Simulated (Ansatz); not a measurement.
SnTe3: equation of state with r2SCAN

Crystal: SnTe3.

```
Te Sn
1.0
     0.00000    3.86122    3.86122
     3.86122    0.00000    3.86122
     3.86122    3.86122    0.00000
Te Sn
3 1
Cartesian
  3.8612 3.8612 3.8612
  5.7918 5.7918 5.7918
  1.9306 1.9306 1.9306
  0.0000 0.0000 0.0000
```

The cell comes from a database or a generator and needn't be the stable form of this composition.

```
Program             : Ansatz 0.2.0
Task                : equation of state
Functional          : r2SCAN
Potentials or basis : Ansatz PAW
Cutoff              : 500 eV
Density cutoff      : 2000 eV
k mesh              : 6 × 6 × 6
Occupations         : fermi-dirac, width 0.05 eV
Spin                : no spin polarisation
```

```
Equilibrium volume                      : 28.80 Å³/atom
Bulk modulus                            : 50 GPa
Pressure derivative of the bulk modulus : 4.0
```

Energy against volume, from the lowest point:
```
volume (Å³/atom)  energy (meV/atom)
          27.056              18.44
          27.632               8.00
          28.208               1.99
          28.783               0.00
          29.359               1.67
          29.935               6.63
          30.510              14.55
```

All runs of the series together: 36 s on 2 threads of Arm Neoverse V2, on a shared host.

Caveat: the PAW data sets were made with another functional, which shifts forces and pressure a little. The run has no spin-orbit coupling, so splittings on Te are missing.
